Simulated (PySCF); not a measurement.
# C4H6GeS: the cost of one run

Computed with PySCF 2.14.0, with density-fitted response routines of our own, on a single molecule, in the gas phase or a continuum. Atoms count from 0, in the outputs and in this text.

### 1 The starting structure

12 atoms, charge 0, multiplicity 1; geometry from: GFN2-xTB. The atoms were then displaced at random by about 0.01 Å, so the start is not that level's minimum.

Bonds of the start (Å): Ge0–C1 1.96, C1–C2 1.37, C2–C3 1.36, C3–C4 1.37, C4–S5 1.71, S5–C1 1.73, Ge0–H6 1.50, Ge0–H7 1.46, Ge0–H8 1.51, C2–H9 1.10, C3–H10 1.11, C4–H11 1.06.

### 2 Relaxing the molecule at PBE0-D3(BJ)/def2-SVP

Job settings and geometry (Å):

```
{"job": {"xc": "PBE0", "basis": "def2-SVP", "d3": "d3bj", "grid": 1, "shake": 0.01, "kind": "geom"}, "charge": 0, "multiplicity": 1}
Ge     2.268320    -0.096000    -0.243420
C      0.314470    -0.026420    -0.162420
C     -0.513690     0.190740     0.904020
C     -1.834260     0.134540     0.594010
C     -2.087450    -0.134650    -0.727310
S     -0.620860    -0.299090    -1.590120
H      2.711090     0.410210    -1.582390
H      2.777970    -1.453740    -0.053710
H      2.815630     0.803040     0.843350
H     -0.114830     0.391900     1.910010
H     -2.663380     0.274370     1.325500
H     -3.013320    -0.223160    -1.226540
```

Run with:

```
$ OMP_NUM_THREADS=1 python probes_run.py task.json out
```

The driver reads the jobs from task.json and runs them one after another.

Q: Estimate the wall time and peak memory of this first job on 1 thread of Intel Xeon at 2.70GHz, shared host.

About 2.2 min, with a peak of 0.53 GiB.
